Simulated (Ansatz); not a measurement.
This script makes a check of PAW against all-electron LAPW of Pt, space group P6_3/mmc with Ansatz's Python interface.

Input file `pt.cif`:
```cif
data_Pt
_cell_length_a 2.760666
_cell_length_b 2.760666
_cell_length_c 4.792134
_cell_angle_alpha 90.00000
_cell_angle_beta 90.00000
_cell_angle_gamma 120.00000
_symmetry_space_group_name_H-M 'P 1'
_symmetry_Int_Tables_number 1
loop_
_symmetry_equiv_pos_as_xyz
'x, y, z'
loop_
_atom_site_label
_atom_site_type_symbol
_atom_site_fract_x
_atom_site_fract_y
_atom_site_fract_z
Pt1 Pt    0.666667    0.333333    0.750000
Pt2 Pt    0.333333    0.666667    0.250000
```

`paw_lapw_pt.py`:
```python
# -*- coding: utf-8 -*-
import ansatz as az
from ase.io import read
import numpy as np
from tabulate import tabulate


def count_gap(report):
    # lowest empty less highest filled band, counting bands; zero where they overlap
    return max(report.get("gap_by_band_count_ev") or 0.0, 0.0)

atoms = read("pt.cif")
system = az.Crystal.from_ase(atoms)

job = system.calculation()
job = job.functional(az.Functional.LDA)
job = job.kpoints(mesh=(7, 7, 4), center="gamma")
job = job.occupations("Fermi-Dirac", width=0.01).scf(tolerance=1e-08, extra_bands=6, algorithm="density_mixing")
job = job.stress()
job = job.forces()
job = job.band_table()
variants = {
    "PAW": job.pseudopotentials("paw"),
    "LAPW": job.pseudopotentials("all_electron", lapw=True),
}
rows = []
for label, variant in variants.items():
    summary = variant.run(threads=1).report
    levels = np.array(summary["eigenvalues_ev"][0]) - summary["fermi_energy_ev"]
    print(label, "levels at the first k-point near E_F:", np.round(levels[np.abs(levels) < 5], 3))
    rows.append((label, summary["n_electrons"], np.trace(summary["stress_gpa"]) / 3, count_gap(summary)))
print(tabulate(rows, headers=["treatment", "electrons in bands", "P GPa", "gap by band count eV"], floatfmt=".4f", tablefmt="simple"))
```

How well do the two treatments of the cores agree on the pressure?

PAW gives -15.718 GPa and LAPW -15.725 GPa, 0.007 GPa apart. They took 0.6 and 10.8 s of processor time.

The output:

```console
$ python paw_lapw_pt.py
DeckWarning: the atoms were moved onto the symmetric positions of the space group found under crystal.symmetry.tolerance 1.0e-5 (fractional; no operation is sought that the atoms, as they stand in a [...]
DeckWarning: basis.ecutwfc = 420 eV, auto-derived from the records' recommended cutoffs: set by Pt (normal level)
DeckWarning: output.stress: scf.convergence.dr2_threshold = 1e-8 eV is looser than the 2e-10 eV advised for a printed stress (1e-10 eV for each atom of the cell: 2). What an SCF threshold leaves in a [...]
PAW levels at the first k-point near E_F: [-3.963 -3.512 -3.512 -3.149 -3.149 -1.795 -1.795 -0.748 -0.212 -0.212
  4.613]
LAPW levels at the first k-point near E_F: [-3.966 -3.51  -3.51  -3.147 -3.147 -1.797 -1.797 -0.754 -0.214 -0.214
  4.611]
treatment      electrons in bands     P GPa    gap by band count eV
-----------  --------------------  --------  ----------------------
PAW                       36.0000  -15.7181                  0.0000
LAPW                      84.0000  -15.7250                  0.0000
```
(Warnings from the package without file and line, shortened.)

Caveats:
- The settings weren't tested for convergence.
- The mesh is modest for a metal, so energies can be off by several to tens of meV an atom and pressures by half a GPa or more; differences at equal mesh fare better.
- A gap by band count of zero or less means overlapping bands, a metal.
- At these settings the cell as given stands under about -16 GPa, so it isn't at this functional's equilibrium volume.
- This isn't the structure that Pt takes at ambient conditions.
- Gaps and levels are Kohn-Sham values on a finite set of k-points, without spin-orbit coupling.
- Pressure is positive in compression; the treatments may keep other shells as core, so totals and counts of electrons can differ.
- Finished in 13 s on 1 thread of Intel(R) Xeon(R) Processor @ 2.30GHz, on a shared host, peak memory 0.68 GiB.
